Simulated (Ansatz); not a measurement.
# InBS3: the cost of one run

Program: Ansatz 0.2.0. Level of theory: DFT PBE, scalar-relativistic, plane waves, PAW. These are calculated values, not measurements.

### Step 1. The structure to begin with

It takes space group R-3c (No. 167, trigonal). The conventional cell has a = 6.224 Å, b = 6.224 Å, c = 15.244 Å, α = 90.00°, β = 90.00°, γ = 120.00°. In (site symmetry 32) has 9 S at 2.74 to 3.13 Å as nearest neighbours. Around B (site symmetry -3) lie 6 S at 2.23 Å. Around S (site symmetry 2) lie 2 B at 2.23 Å and 3 In at 2.74 to 3.13 Å and 4 S at 3.13 Å.

Coordinates:

```cif
data_structure
_symmetry_space_group_name_H-M 'R-3c:H'
_symmetry_Int_Tables_number 167
_cell_length_a 6.2235
_cell_length_b 6.2235
_cell_length_c 15.2444
_cell_angle_alpha 90.000
_cell_angle_beta 90.000
_cell_angle_gamma 120.000
_cell_volume 511.34
loop_
_atom_site_label
_atom_site_type_symbol
_atom_site_symmetry_multiplicity
_atom_site_Wyckoff_symbol
_atom_site_fract_x
_atom_site_fract_y
_atom_site_fract_z
_atom_site_occupancy
In1 In 6 a 0.00000 0.00000 0.25000 1
B1 B 6 b 0.66667 0.33333 0.33333 1
S1 S 18 e 0.89347 0.22681 0.41667 1
```

A structure generator made this guess: perovskite family, tilts a-a-a- (R-3c, No. 167). The dimensions are guesses.

### Step 2. The guess as it stands, on a coarse mesh

File input.yaml:

```yaml
crystal:
  lattice:
    - [3.11175305, 1.79657146, 5.08147145]
    - [-3.11175305, 1.79657146, 5.08147145]
    - [0.0, -3.59314292, 5.08147145]
  atoms:
    - { symbol: In, position: [0.75, 0.75, 0.75] }
    - { symbol: In, position: [0.25, 0.25, 0.25] }
    - { symbol: B, position: [0.5, 0.5, 0.5] }
    - { symbol: B, position: [0.0, 0.0, 0.0] }
    - { symbol: S, position: [0.81014006, 0.25, 0.68985994] }
    - { symbol: S, position: [0.68985994, 0.81014006, 0.25] }
    - { symbol: S, position: [0.25, 0.68985994, 0.81014006] }
    - { symbol: S, position: [0.18985994, 0.75, 0.31014006] }
    - { symbol: S, position: [0.31014006, 0.18985994, 0.75] }
    - { symbol: S, position: [0.75, 0.31014006, 0.18985994] }
basis:
  ecutwfc: 420
kpoints:
  mp_grid: { grid: [4, 4, 4] }
hamiltonian:
  xc: pbe
scf:
  occupations: { method: gaussian, width: 0.1 }
  lower_state_search: "off"
output:
  forces: true
  stress: true
  eigenvalues: true
```

Run with:

```bash
$ ansatz run input.yaml --threads 1 --pin off --max-ram 2560MiB --backend cpu --events-out ev --progress --plain --runs-dir out
```

**Question.** How long does this run take on 1 thread of Arm Neoverse V2, shared host, and how much memory does it need?

About 4.6 s, with a peak of 0.43 GiB.
